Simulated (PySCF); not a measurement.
# [Eu(NH3)3]3+: how settings move a single point

Aim: repeat the single point on relaxed [Eu(NH3)3]3+ with altered settings, some of them bad on purpose. The structure is generated, not taken from experiment.

Method: BP86, Eu lcecp-1-SVP with ECP52, N def2-SVP, H def2-SVP; scalar-relativistic core potentials, no spin–orbit coupling; program: PySCF 2.14.0.

4 further runs of the same task are left out: 2 for a known fault of the program, 2 that didn't finish.

## (1) Starting geometry

13 atoms, charge 3, spin multiplicity 1.

Bond lengths: Eu1–N2 2.451 Å, Eu1–N6 2.451 Å, Eu1–N10 2.451 Å, N2–H3 1.048 Å, N2–H4 1.047 Å, N2–H5 1.047 Å, N6–H7 1.048 Å, N6–H8 1.047 Å, N6–H9 1.047 Å, N10–H11 1.048 Å, N10–H12 1.047 Å, N10–H13 1.047 Å. Angles: N2–Eu1–N6 111.2°, N2–Eu1–N10 111.2°, N6–Eu1–N10 111.2°, Eu1–N2–H3 114.8°, Eu1–N2–H4 116.5°, Eu1–N2–H5 115.7°, H3–N2–H4 102.6°, H3–N2–H5 102.6°, H4–N2–H5 102.7°, Eu1–N6–H7 114.8°, Eu1–N6–H8 116.5°, Eu1–N6–H9 115.7°, H7–N6–H8 102.6°, H7–N6–H9 102.6°, H8–N6–H9 102.7°, Eu1–N10–H11 114.8°, Eu1–N10–H12 116.5°, Eu1–N10–H13 115.7° and more.

Coordinates:

| atom | x (Å) | y (Å) | z (Å) |
| --- | --- | --- | --- |
| Eu1 | 0.00000 | 0.00000 | 0.75601 |
| N2 | 2.33486 | -0.00037 | 0.00961 |
| H3 | 3.03064 | -0.27955 | 0.74221 |
| H4 | 2.57145 | -0.64036 | -0.78470 |
| H5 | 2.70721 | 0.92162 | -0.31828 |
| N6 | -1.16711 | 2.02223 | 0.00961 |
| H7 | -1.27322 | 2.76439 | 0.74221 |
| H8 | -0.73116 | 2.54712 | -0.78470 |
| H9 | -2.15175 | 1.88370 | -0.31828 |
| N10 | -1.16775 | -2.02186 | 0.00961 |
| H11 | -1.75742 | -2.48483 | 0.74221 |
| H12 | -1.84029 | -1.90676 | -0.78470 |
| H13 | -0.55546 | -2.80532 | -0.31828 |

Formal oxidation states: Eu +3. Each metal's 6 4f electrons lie in its core potential, so multiplicities, spins and levels count the valence alone. An earlier session relaxed this geometry at BP86, Eu lcecp-1-SVP with ECP52, N def2-SVP, H def2-SVP (singlet, point group C3).

The sound run used a (50, 194) grid (finer on f atoms), a threshold of 1e-8 and at most 55 cycles, and ended at -203.902876 Eh.

## (2) Try 1

Contents of run.py (the lines that set the calculation):

```python
mol = gto.M(atom='''
Eu     0.00000     0.00000     0.75601
N      2.33486    -0.00037     0.00961
H      3.03064    -0.27955     0.74221
H      2.57145    -0.64036    -0.78470
H      2.70721     0.92162    -0.31828
N     -1.16711     2.02223     0.00961
H     -1.27322     2.76439     0.74221
H     -0.73116     2.54712    -0.78470
H     -2.15175     1.88370    -0.31828
N     -1.16775    -2.02186     0.00961
H     -1.75742    -2.48483     0.74221
H     -1.84029    -1.90676    -0.78470
H     -0.55546    -2.80532    -0.31828''',
    basis={'Eu': 'lcecp-1-SVP', 'N': 'def2-SVP', 'H': 'def2-SVP'},
    ecp={'Eu': 'lcecp-1-SVP'},
    charge=3, spin=0)
mf = dft.RKS(mol, xc='B88,P86')
mf.grids.atom_grid = (50, 194)  # f atoms: unpruned, at least (60, 302)
mf = mf.density_fit()  # fitting sets: Eu AutoAux, N def2-universal-JKFIT, H def2-universal-JKFIT
mf.conv_tol = 1e-08; mf.max_cycle = 55
mf.kernel(dm0)  # dm0: smeared density
```

On the command line:

```
> OMP_NUM_THREADS=2 python run.py
```

The program printed:

```text
init E= -203.866089028915
  HOMO = -0.844712110028479  LUMO = -0.626270937521107  gap/eV = 5.94409
cycle= 1 E= -203.901932395085  delta_E= -0.0358  |g|= 0.0534  |ddm|= 0.103
  HOMO = -0.837855761415769  LUMO = -0.638664329794976  gap/eV = 5.42027
cycle= 2 E= -203.899920953284  delta_E= 0.00201  |g|= 0.106  |ddm|= 0.19
  HOMO = -0.843224921791547  LUMO = -0.633286186422039  gap/eV = 5.71272
cycle= 3 E= -203.902853938253  delta_E= -0.00293  |g|= 0.00739  |ddm|= 0.103
  HOMO = -0.842357305822103  LUMO = -0.631172052061523  gap/eV = 5.74664
cycle= 4 E= -203.902875338625  delta_E= -2.14e-05  |g|= 0.00102  |ddm|= 0.0145
  HOMO = -0.842487063966337  LUMO = -0.631256089903988  gap/eV = 5.74789
cycle= 5 E= -203.902875510322  delta_E= -1.72e-07  |g|= 0.000132  |ddm|= 0.00101
  HOMO = -0.842490195502108  LUMO = -0.631253672942036  gap/eV = 5.74804
cycle= 6 E= -203.902875514184  delta_E= -3.86e-09  |g|= 2.03e-05  |ddm|= 0.000122
  HOMO = -0.842492405831801  LUMO = -0.631253586017422  gap/eV = 5.74810
Extra cycle  E= -203.902875514168  delta_E= 1.64e-11  |g|= 2.28e-05  |ddm|= 4.42e-05
converged SCF energy = -203.902875514168
```

Run time: 6.7 s. Hardware: 2 threads of Intel Xeon Platinum 8488C (Sapphire Rapids), shared host.

Changed: the starting guess (smeared density). It converges in 6 cycles, at the sound run's energy within 0.001 eV, with a largest force component of 0.01 eV/Å. The result survives the change.

## (3) Try 2

Edit run.py (the lines that set the calculation) of step 2 so:

```diff
@@ -18,5 +18,5 @@
 mf = dft.RKS(mol, xc='B88,P86')
-mf.grids.atom_grid = (50, 194)  # f atoms: unpruned, at least (60, 302)
+mf.grids.atom_grid = (30, 86)  # f atoms: unpruned
 mf = mf.density_fit()  # fitting sets: Eu AutoAux, N def2-universal-JKFIT, H def2-universal-JKFIT
 mf.conv_tol = 1e-08; mf.max_cycle = 55
-mf.kernel(dm0)  # dm0: smeared density
+mf.kernel(dm0)  # dm0: free metal ions and neutral atoms
```

On the command line:

```
> OMP_NUM_THREADS=2 python run.py
```

The program printed:

```text
init E= -196.933909143049
  HOMO = -1.16796776520066  LUMO = -0.712495764357289  gap/eV = 12.39402
cycle= 1 E= -202.241645850903  delta_E= -5.31  |g|= 2.81  |ddm|= 3.35
  HOMO = -0.63645328766882  LUMO = -0.610754539426461  gap/eV = 0.69930
cycle= 2 E= -195.130799205824  delta_E= 7.11  |g|= 4.68  |ddm|=  5.5
  HOMO = -0.844400359445676  LUMO = -0.500943258796639  gap/eV = 9.34594
cycle= 3 E= -203.714680582747  delta_E= -8.58  |g|= 0.698  |ddm|= 4.91
  HOMO = -0.867215169020607  LUMO = -0.666219954200452  gap/eV = 5.46936
cycle= 4 E= -203.890543330818  delta_E= -0.176  |g|=  0.2  |ddm|= 1.61
  HOMO = -0.838523975240029  LUMO = -0.62654769715572  gap/eV = 5.76817
cycle= 5 E= -203.902477217418  delta_E= -0.0119  |g|= 0.0341  |ddm|= 0.305
  HOMO = -0.842059931048661  LUMO = -0.630509412437607  gap/eV = 5.75658
cycle= 6 E= -203.902809538529  delta_E= -0.000332  |g|= 0.00524  |ddm|= 0.0384
  HOMO = -0.842476469769413  LUMO = -0.631277193051279  gap/eV = 5.74703
cycle= 7 E= -203.902815926968  delta_E= -6.39e-06  |g|= 0.00176  |ddm|= 0.00695
  HOMO = -0.842485631518527  LUMO = -0.631249936071135  gap/eV = 5.74802
cycle= 8 E= -203.902816448602  delta_E= -5.22e-07  |g|= 0.000895  |ddm|= 0.00194
  HOMO = -0.84252522951841  LUMO = -0.631226213490559  gap/eV = 5.74974
cycle= 9 E= -203.902816632797  delta_E= -1.84e-07  |g|= 7.35e-05  |ddm|= 0.000735
  HOMO = -0.842523762435254  LUMO = -0.631219855468804  gap/eV = 5.74987
cycle= 10 E= -203.90281663423  delta_E= -1.43e-09  |g|= 1.51e-05  |ddm|= 9.62e-05
  HOMO = -0.842522877657108  LUMO = -0.631217606561769  gap/eV = 5.74991
Extra cycle  E= -203.902816634244  delta_E= -1.36e-11  |g|= 1.32e-05  |ddm|= 3.06e-05
converged SCF energy = -203.902816634244
```

Wall time 5.7 s (2 threads of Intel Xeon Platinum 8488C (Sapphire Rapids), shared host).

Changed: the integration grid, to (30, 86). It converges in 10 cycles, +0.002 eV from the sound run, with a largest force component of 0.03 eV/Å. The result survives the change.

## (4) Try 3

Contents of run.py (the lines that set the calculation):

```python
mol = gto.M(atom='''
Eu     0.00000     0.00000     0.84673
N      2.61504    -0.00041     0.01077
H      3.39431    -0.31310     0.83128
H      2.88002    -0.71720    -0.87887
H      3.03208     1.03221    -0.35648
N     -1.30716     2.26490     0.01077
H     -1.42600     3.09611     0.83128
H     -0.81890     2.85277    -0.87887
H     -2.40996     2.10975    -0.35648
N     -1.30788    -2.26448     0.01077
H     -1.96831    -2.78301     0.83128
H     -2.06113    -2.13557    -0.87887
H     -0.62212    -3.14196    -0.35648''',
    basis={'Eu': 'lcecp-1-SVP', 'N': 'def2-SVP', 'H': 'def2-SVP'},
    ecp={'Eu': 'lcecp-1-SVP'},
    charge=3, spin=0)
mf = dft.RKS(mol, xc='B88,P86')
mf.grids.atom_grid = (50, 194)  # f atoms: unpruned, at least (60, 302)
mf = mf.density_fit()  # fitting sets: Eu AutoAux, N def2-universal-JKFIT, H def2-universal-JKFIT
mf.conv_tol = 1e-08; mf.max_cycle = 55
mf.kernel(dm0)  # dm0: free metal ions and neutral atoms
```

On the command line:

```
> OMP_NUM_THREADS=2 python run.py
```

The program printed:

```text
init E= -196.552240956815
  HOMO = -1.0776137629108  LUMO = -0.669644371188853  gap/eV = 11.10141
cycle= 1 E= -201.888734874633  delta_E= -5.34  |g|=  2.9  |ddm|=  3.1
  HOMO = -0.606271661887988  LUMO = -0.60079366211109  gap/eV = 0.14906
cycle= 2 E= -188.209452837531  delta_E= 13.7  |g|=  5.3  |ddm|= 6.46
  HOMO = -0.756304683010714  LUMO = -0.490549895212583  gap/eV = 7.23156
cycle= 3 E= -203.439797536388  delta_E= -15.2  |g|= 0.942  |ddm|= 6.03
  HOMO = -0.811231352523464  LUMO = -0.667781520886398  gap/eV = 3.90347
cycle= 4 E= -203.778598282319  delta_E= -0.339  |g|= 0.246  |ddm|= 2.19
  HOMO = -0.783007518698538  LUMO = -0.624835986080678  gap/eV = 4.30407
cycle= 5 E= -203.797275074536  delta_E= -0.0187  |g|= 0.0417  |ddm|= 0.369
  HOMO = -0.786813439907464  LUMO = -0.631740227491177  gap/eV = 4.21976
cycle= 6 E= -203.797942902008  delta_E= -0.000668  |g|= 0.00805  |ddm|= 0.0668
  HOMO = -0.787392330449564  LUMO = -0.632511882209692  gap/eV = 4.21451
cycle= 7 E= -203.797959430171  delta_E= -1.65e-05  |g|= 0.00207  |ddm|= 0.00906
  HOMO = -0.787326793526694  LUMO = -0.632219292157097  gap/eV = 4.22069
cycle= 8 E= -203.797960950722  delta_E= -1.52e-06  |g|= 0.000443  |ddm|= 0.00303
  HOMO = -0.787326019900022  LUMO = -0.632198634350187  gap/eV = 4.22123
cycle= 9 E= -203.797961031456  delta_E= -8.07e-08  |g|= 0.000382  |ddm|= 0.000637
  HOMO = -0.787344923835915  LUMO = -0.632192475241414  gap/eV = 4.22191
cycle= 10 E= -203.797961002536  delta_E= 2.89e-08  |g|= 6.45e-05  |ddm|= 0.000336
  HOMO = -0.78734348102637  LUMO = -0.632190273007048  gap/eV = 4.22193
cycle= 11 E= -203.797961003598  delta_E= -1.06e-09  |g|= 8.14e-06  |ddm|= 6.07e-05
  HOMO = -0.787345228332537  LUMO = -0.632190349155865  gap/eV = 4.22198
Extra cycle  E= -203.797961003526  delta_E= 7.18e-11  |g|= 1.89e-05  |ddm|= 2.17e-05
converged SCF energy = -203.797961003526
```

It took 7.8 s on 2 threads of Intel Xeon Platinum 8488C (Sapphire Rapids), shared host.

Changed: the scale of all coordinates (1.12). It converges in 11 cycles, +2.855 eV from the sound run, with a largest force component of 3.11 eV/Å. The setting is unsound, so these numbers aren't the compound's.

## (5) Side by side

| run | changed | ending | energy change (eV) | cycles | time | usable |
| --- | --- | --- | --- | --- | --- | --- |
| 1 | the starting guess | converged | 0.000 | 6 | 6.7 s | yes |
| 2 | the integration grid | converged | +0.002 | 10 | 5.7 s | yes |
| 3 | the scale of all coordinates | converged | +2.855 | 11 | 7.8 s | no |

2 of 3 altered runs give a usable result. 1 ended normally with numbers unfit to quote.
